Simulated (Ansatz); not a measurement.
**GeNH4 (quartet): wave-function methods side by side at distance Ge1–H5 along a hydrogen transfer = 1.427 Å, cc-pVDZ**

The task here is to estimate one member of a computed series from the others.

The runs use Ansatz 0.2.0, Gaussian basis; cc-pVDZ, core rule «outside noble gas», up to 15 orbitals frozen.

The runs, in order: UHF; CCSD(T) on ROHF; CCSD(T) on UHF; BCCD(T) on ROHF; CISD; CCSDT(Q) on ROHF; CCSDT(Q) on UHF; CASSCF and MRCISD+Q, 5 electrons in 5 orbitals; CASSCF and NEVPT2, 5 electrons in 5 orbitals.

10 further runs of the same task are left out: 2 for a mislabelled method, 8 that didn't finish.

### The geometry

The geometry derives from fragments relaxed apart (PBE0/def2-TZVP) and kept rigid, so it is no stationary point. A hydrogen atom is moved between rigid fragments. No spin-orbit coupling is included. The filled d shell of Ge may be among the frozen orbitals whatever the setting's name suggests; the logs give the count.

6 atoms, charge 0, spin multiplicity 4.

Atoms are counted from 1 here; the program's logs count them from 0.

Bond lengths: Ge1–H2 1.534 Å, Ge1–H3 1.534 Å, Ge1–H4 1.534 Å, Ge1–H5 1.427 Å. Angles: H2–Ge1–H3 109.5°, H2–Ge1–H4 109.5°, H2–Ge1–H5 109.5°, H3–Ge1–H4 109.5°, H3–Ge1–H5 109.5°, H4–Ge1–H5 109.5°.

The first run:

in.yaml

```yaml
crystal:
  periodic: [false, false, false]
  atoms:
    - {symbol: Ge, position_ang: [-0.457415, 0.000000, 0.000000]}
    - {symbol: H, position_ang: [-0.968865, 1.446599, 0.000000]}
    - {symbol: H, position_ang: [-0.968865, -0.723300, 1.252792]}
    - {symbol: H, position_ang: [-0.968865, -0.723299, -1.252792]}
    - {symbol: H, position_ang: [0.969585, 0.000000, 0.000000]}
    - {symbol: N, position_ang: [2.511585, 0.000000, 0.000000]}
basis:
  gaussian: {orbitals: cc-pVDZ}
magnetization: {spin_polarized: true, initial_magnetization: 3}
hamiltonian: {xc: hf}
output: {orbitals: {seedname: orbitals}}
```

The run is started by

```sh
> ansatz run in.yaml --threads 1 --pin off --events-out ev --progress --plain --max-ram 2393MiB
```

Among the steps run: UHF; CCSD(T) on ROHF; CCSD(T) on UHF; BCCD(T) on ROHF; CISD; CCSDT(Q) on ROHF; CCSDT(Q) on UHF; CASSCF and MRCISD+Q, 5 electrons in 5 orbitals; CASSCF and NEVPT2, 5 electrons in 5 orbitals.

One of the session's tables, all rows but one given; the rest of the session is left out.

```
       method  from UCCSDT(Q) (meV)
         ROHF               +6741.3
          UHF               +6615.9
         RMP2               +1401.0
         UMP2               +1379.5
         CISD                +621.6
        RCCSD                     ?
        UCCSD                +132.0
     RCCSD(T)                 +28.6
     UCCSD(T)                 +26.6
      BCCD(T)                 +28.4
       RCCSDT                  +5.7
       UCCSDT                  +3.7
    RCCSDT(Q)                  +2.2
    UCCSDT(Q)                     0
  CASSCF pair               +6364.0
  NEVPT2 pair               +1382.9
  MRCISD pair                +563.5
MRCISD+Q pair                 +15.0
```

Estimate the missing values for RCCSD.

**Answer.** from UCCSDT(Q) (meV): +134.6. In the column «from UCCSDT(Q) (meV)» it lies between UCCSD (+132.0) and MRCISD pair (+563.5).

Limits of these values: Restricted and unrestricted rows rest on different reference determinants; where their highest levels disagree by more than a few hundredths of an eV, they describe different states and don't form one ladder.
